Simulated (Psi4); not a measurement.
# SnTe (SMILES [Sn][Te]): levels of theory compared

Wanted: a comparison of 4 runs (HF/STO-3G, mPW1K/3-21G, B3PW91-VV10/def2-TZVPPD) of SnTe. 

The results are computed with Psi4 1.11.

5 further runs of the same task are left out: 5 that didn't finish.

## 1. The structure to begin with

SnTe has 2 atoms, charge 0, and is taken as a singlet. SMILES: `[Sn][Te]`. Geometry: a GFN2-xTB relaxation, a rough one for these elements and not checked as a minimum.

Bond lengths: Sn1–Te2 2.537 Å.

## 2. A single-point energy at HF/STO-3G (run 1)

The input, input.json:

```json
{
  "schema_name": "qcschema_input",
  "schema_version": 1,
  "molecule": {
    "schema_name": "qcschema_molecule",
    "schema_version": 2,
    "symbols": ["Sn", "Te"],
    "geometry": [0.0, 0.0, 0.0, 0.0, 0.0, 4.79380054],
    "molecular_charge": 0,
    "molecular_multiplicity": 1,
    "fix_symmetry": "c1"
  },
  "driver": "energy",
  "model": {
    "method": "hf",
    "basis": "STO-3G"
  },
  "keywords": {
    "puream": true,
    "e_convergence": 1e-09,
    "d_convergence": 1e-08,
    "scf_type": "pk"
  }
}
```

Launch:

```bash
$ psi4 --qcschema input.json -n 1 --memory 1600MB
```

stdout:

```text
[...]
  Running in c1 symmetry.
[...]
  Nuclear repulsion =  542.367163236207489
[...]
  Multiplicity = 1
[...]
  Nalpha       = 51
  Nbeta        = 51
[...]
    Number of basis functions: 54
[...]
   @RHF iter   1: -12510.42594958444897   -4.66958e+00   5.19401e-03 DIIS/ADIIS
[...]
   @RHF iter   9: -12510.45493957367398    5.45697e-12   3.93454e-09 DIIS
[...]
    Orbital Energies [Eh]
    ---------------------
    Doubly Occupied:
       1A   -1118.538546     2A   -1029.862658     3A   -168.979918
       4A   -160.445143     5A   -160.444926     6A   -160.444926
       7A   -153.497502     8A   -145.326494     9A   -145.326494
      10A   -145.325814    11A    -33.445645    12A    -30.394987
      13A    -30.393319    14A    -30.393319    15A    -29.578449
      16A    -26.560894    17A    -26.560894    18A    -26.558603
      19A    -21.473582    20A    -21.473337    21A    -21.473337
      22A    -21.472139    23A    -21.472139    24A    -18.163730
      25A    -18.163730    26A    -18.161327    27A    -18.161327
      28A    -18.160039    29A     -5.873862    30A     -4.799484
      31A     -4.525665    32A     -4.518071    33A     -4.518071
      34A     -3.553296    35A     -3.553296    36A     -3.544914
[...]
  @RHF Final Energy: -12510.45493957367398
   => Energetics <=
    Nuclear Repulsion Energy =            542.3671632362074888
    One-Electron Energy =              -18368.6093816000429797
    Two-Electron Energy =                5315.7872787901587799
    Total Energy =                     -12510.4549395736758015
[...]
 Multipole Moments:
 ------------------------------------------------------------------------------------
     Multipole            Electronic (a.u.)      Nuclear  (a.u.)        Total (a.u.)
 ------------------------------------------------------------------------------------
 L = 1.  Multiply by 2.5417464519 to convert [e a0] to [Debye]
 Dipole X            :         -0.0000000            0.0000000           -0.0000000
 Dipole Y            :          0.0000000            0.0000000            0.0000000
 Dipole Z            :          3.3021712           -4.9969877           -1.6948165
 Magnitude           :                                                    1.6948165
[...]
```

The result, in JSON:

```text
{
 "driver": "energy",
 "model": {
  "method": "hf",
  "basis": "STO-3G"
 },
 "success": true,
 "return_result": -12510.454939573674,
 "properties": {
  "calcinfo_nbasis": 54,
  "calcinfo_nmo": 54,
  "calcinfo_nalpha": 51,
  "calcinfo_nbeta": 51,
  "calcinfo_natom": 2,
  "nuclear_repulsion_energy": 542.3671632362075,
  "return_energy": -12510.454939573674,
  "scf_one_electron_energy": -18368.609381600043,
  "scf_two_electron_energy": 5315.787278790159,
  "scf_dipole_moment": [-2.569620819694993e-14, 6.960586130668578e-15, -1.6948164840575797],
  "scf_total_energy": -12510.454939573674,
  "scf_iterations": 9
 }
}
```

Wall time 1.5 s (1 thread of Intel Xeon 6975P-C (Granite Rapids), shared host); peak memory 0.2 GiB.

## 3. A single-point energy at mPW1K/3-21G (ddCOSMO dichloromethane) (run 2)

The input, calc.py:

```python
import psi4

psi4.set_memory('1600 MB')
psi4.set_num_threads(1)
psi4.core.set_output_file('run.log', False)

m = psi4.geometry("""
Sn     0.000000     0.000000     0.000000
Te     0.000000     0.000000     2.536770
symmetry c1
""")

psi4.set_options({
    'reference': 'rks',
    'scf_type': 'pk',
    'ddx': True,
    'ddx_model': 'cosmo',
    'ddx_solvent': 'dichloromethane',
    'ddx_radii_set': 'uff',
})

e_tot = psi4.energy("mpw1k/3-21G", molecule=m)
print(f'total energy {e_tot:.8f} hartree = {e_tot * 27.211386:.5f} eV')
```

Launch:

```bash
$ python calc.py
```

run.log:

```text
[...]
  Running in c1 symmetry.
[...]
  Nuclear repulsion =  542.367162865376031
[...]
  Multiplicity = 1
[...]
  Nalpha       = 51
  Nbeta        = 51
[...]
    Number of basis functions: 66
[...]
   @RKS iter   1: -12585.70783883949662   -7.45101e+00   1.05840e-02 DIIS/ADIIS
[...]
   @RKS iter   7: -12585.94006848424397   -9.92150e-08   8.02390e-07 DIIS
[...]
    Orbital Energies [Eh]
    ---------------------
    Doubly Occupied:
       1A   -1116.558484     2A   -1027.742050     3A   -168.760820
       4A   -157.677972     5A   -157.677646     6A   -157.677646
       7A   -153.278400     8A   -142.784146     9A   -142.784146
      10A   -142.783401    11A    -34.185982    12A    -30.188657
      13A    -29.443475    14A    -29.442491    15A    -29.442491
      16A    -25.749333    17A    -25.749333    18A    -25.746768
      19A    -21.447102    20A    -21.446665    21A    -21.446665
      22A    -21.446056    23A    -21.446056    24A    -18.238679
      25A    -18.238679    26A    -18.236636    27A    -18.236636
      28A    -18.236297    29A     -6.043284    30A     -5.030058
      31A     -4.383984    32A     -4.378875    33A     -4.378875
      34A     -3.525756    35A     -3.525756    36A     -3.520896
[...]
  @RKS Final Energy: -12585.94006848424397
   => Energetics <=
    Nuclear Repulsion Energy =            542.3671628653760308
    One-Electron Energy =              -18426.0916912927932572
    Two-Electron Energy =                5490.8698309105075168
    DFT Exchange-Correlation Energy =    -193.0721564709518816
    Empirical Dispersion Energy =           0.0000000000000000
    VV10 Nonlocal Energy =                  0.0000000000000000
    DD Solvation Energy =                 -0.0132144963828325
    Total Energy =                     -12585.9400684842439659
[...]
 Multipole Moments:
 ------------------------------------------------------------------------------------
     Multipole            Electronic (a.u.)      Nuclear  (a.u.)        Total (a.u.)
 ------------------------------------------------------------------------------------
 L = 1.  Multiply by 2.5417464519 to convert [e a0] to [Debye]
 Dipole X            :          0.0000000            0.0000000            0.0000000
 Dipole Y            :          0.0000000            0.0000000            0.0000000
 Dipole Z            :          2.7742794           -4.9969877           -2.2227082
 Magnitude           :                                                    2.2227082
[...]
```

Standard output:

```text
total energy -12585.94006848 hartree = -342480.87338 eV
```

Run time: 2.6 s. Hardware: 1 thread of Intel Xeon 6975P-C (Granite Rapids), shared host; peak memory 0.28 GiB.

Run 3 isn't shown in full; the table further down has it.

## 4. Energy and one-electron properties at B3PW91-VV10/def2-TZVPPD (density fitting, core potential) (run 4)

The input, input.inp:

```
memory 1.6 GB

molecule {
  0 1
  Sn     0.000000     0.000000     0.000000
  Te     0.000000     0.000000     2.536770
  symmetry c1
}

set basis def2-TZVPPD
set scf_type disk_df

energy_value, wavefunction = energy("b3pw91-nl", return_wfn=True)
oeprop(wavefunction, "ESP_AT_NUCLEI", "MULLIKEN_CHARGES", "WIBERG_LOWDIN_INDICES", "QUADRUPOLE")
print_variables()
```

Launch:

```bash
$ psi4 -i input.inp -o input.out -n 1
```

input.out:

```text
[...]
    !!!  WARNING: ECP capability is in beta. Please check occupations closely.  !!!
[...]
  Running in c1 symmetry.
[...]
  Nuclear repulsion =  110.142254612660977
[...]
  Multiplicity = 1
[...]
  Nalpha       = 23
  Nbeta        = 23
[...]
    Number of basis functions: 115
[...]
   @DF-RKS iter   1:  -481.23937136246258   -1.73805e+00   1.26084e-02 ADIIS/DIIS
[...]
   @DF-RKS iter  11:  -482.37409187041152   -4.18243e-09   6.80849e-07 DIIS
[...]
  @DF-RKS Final Energy:  -482.37409187041152
   => Energetics <=
    Nuclear Repulsion Energy =            110.1422546126609774
    One-Electron Energy =               -1063.8699389893652096
    Two-Electron Energy =                 502.7917910556186030
    DFT Exchange-Correlation Energy =     -31.6919499842213561
    Empirical Dispersion Energy =           0.0000000000000000
    VV10 Nonlocal Energy =                  0.2537514348954958
    Total Energy =                       -482.3740918704115188
[...]
 Multipole Moments:
 ------------------------------------------------------------------------------------
     Multipole            Electronic (a.u.)      Nuclear  (a.u.)        Total (a.u.)
 ------------------------------------------------------------------------------------
 L = 1.  Multiply by 2.5417464519 to convert [e a0] to [Debye]
 Dipole X            :         -0.0000164            0.0000000           -0.0000164
 Dipole Y            :         -0.0000108            0.0000000           -0.0000108
 Dipole Z            :         -1.3572624            0.3783470           -0.9789154
 Magnitude           :                                                    0.9789154
 L = 2.  Multiply by 1.3450342976 to convert [e a0^2] to [Debye ang]
 Quadrupole XX       :        -37.8843875            0.0000000          -37.8843875
 Quadrupole XY       :          0.0000007            0.0000000            0.0000007
[...]
  Mulliken Charges: (a.u.)
   Center  Symbol    Alpha    Beta     Spin     Total
       1    SN    10.84548 10.84548  0.00000  0.30904
       2    TE    12.15452 12.15452  0.00000 -0.30904
   Total alpha = 23.00000, Total beta = 23.00000, Total charge =  0.00000
  Wiberg Bond Indices using Orthogonal Lowdin Orbitals:
[...]
```

Run time: 8.1 s. Hardware: 1 thread of Intel Xeon 6975P-C (Granite Rapids), shared host; peak memory 0.36 GiB.

Atomic charges (e):

```tsv
atom	Mulliken
Sn1	+0.309
Te2	-0.309
```

## 5. All runs side by side

```tsv
run	level	Cartesian functions	SCF convergence threshold	energy (Eh)	dipole moment (D)	HOMO energy (eV)	LUMO energy (eV)	wall time
1	HF/STO-3G	no	1e-09	-12510.454940	4.31	-5.41	3.83	1.5 s
2	mPW1K/3-21G (ddCOSMO dichloromethane)	yes	–	-12585.940068	5.65	-7.43	-2.09	2.6 s
3	B3PW91-VV10/def2-TZVPPD (core potential)	no	–	-482.374073	2.49	-6.46	-2.79	16 s
4	B3PW91-VV10/def2-TZVPPD (density fitting, core potential)	no	–	-482.374092	2.49	-6.46	-2.79	8.1 s
```

## 6. Results

| quantity | value |
| --- | --- |
| run 4: total energy | -482.37409 Eh |
| run 4: dipole moment | 2.49 D |
| run 4: HOMO energy | -6.46 eV |
| run 4: LUMO energy | -2.79 eV |
| run 4: HOMO–LUMO gap | 3.67 eV |

In words: The dipole moment (its size) runs from 2.49 D (B3PW91-VV10/def2-TZVPPD) to 5.65 D (mPW1K/3-21G). The two ends differ in method and basis and solvent and core potential. The HOMO–LUMO gap runs from 3.67 eV (B3PW91-VV10/def2-TZVPPD) to 9.24 eV (HF/STO-3G). The two ends differ in method and basis and core potential. Totals of different functionals can't be ranked against each other. Some runs of one species differ in core potentials or relativity; totals across that change don't compare. In run 1 the basis is minimal, so the values are rough. In runs 1, 2 relativity is left out where basis or elements ask for it. All runs together took 28 s, the longest 16 s.
